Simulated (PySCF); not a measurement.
# F2Ge (Germanium Difluoride): the cost of one run

Computed with PySCF 2.14.0 and routines of our own; the level stands in each step. Atoms count from 0.

## (1) The starting structure

3 atoms, charge 0, multiplicity 1; geometry from: GFN2-xTB.

## (2) Relaxing the molecule at PBE0-D3(BJ)/def2-SVP

Job settings and geometry (Å):

```
{"job": {"xc": "PBE0", "basis": "def2-SVP", "d3": "d3bj", "grid": 1, "maxiter": 30, "shake": 0.01, "kind": "geom"}, "charge": 0, "multiplicity": 1}
F     -1.295580    -0.439540     0.002540
Ge    -0.005420     0.807820    -0.015210
F      1.307020    -0.403220    -0.006510
```

Run with:

```bash
OMP_NUM_THREADS=1 python heavy_run.py task.json out
```

One launch serves the whole session: the jobs run in the order shown.

**Question.** How long does this first job take on 1 thread of Arm Neoverse N1, shared host, and how much memory does it need?

About 9.2 s, with a peak of 0.28 GiB.
